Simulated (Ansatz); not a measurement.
PtSe:

```
Pt Se
1.0
     0.00000    2.79841    2.79841
     2.79841    0.00000    2.79841
     2.79841    2.79841    0.00000
Pt Se
1 1
Direct
  0.50000 0.50000 0.50000
  0.00000 0.00000 0.00000
```

The cell comes from a database or a generator and needn't be the stable form of this composition.

```yaml
Program: Ansatz 0.2.0
Task: relaxation of cell and atoms
Functional: HF
Potentials_or_basis: Ansatz PAW
Cutoff: "420 eV (not typed: the program's choice for these potentials)"
k_mesh: 4 × 4 × 4
Occupations: fermi-dirac, width 0.05 eV
Spin: no spin polarisation
```

At the start: volume 21.91 Å³/atom.

How do energy, volume and symmetry change on relaxing?

It ends after 6 steps and the volume is 19.58 Å³/atom (-10.6 %); space group Fm-3m (No. 225, to 0.05 Å).

Step by step:
```
step  energy change (eV)  largest force (eV/Å)  volume (Å³)
   1              0.0000                0.0000        43.83
   2             -0.1487                0.0000        37.73
   3             -0.1676                0.0000        39.51
   4             -0.1689                0.0000        39.19
   5             -0.1690                0.0000        39.16
   6             -0.1660                0.0000        39.16
```

Final structure:
```
Pt Se
1.0
     0.00000    2.69538    2.69538
     2.69538    0.00000    2.69538
     2.69538    2.69538    0.00000
Pt Se
1 1
Direct
  0.50000 0.50000 0.50000
  0.00000 0.00000 0.00000
```

Caveat: the k mesh is coarse (spacing up to 0.49 Å⁻¹), so the values aren't converged, least of all with exact exchange; the plane-wave basis is chosen anew once the cell has moved, so the energies of steps on either side of that aren't comparable; the PAW data sets come from PBE, with cores solved anew for the run's functional, which leaves a small shift of forces and pressure.
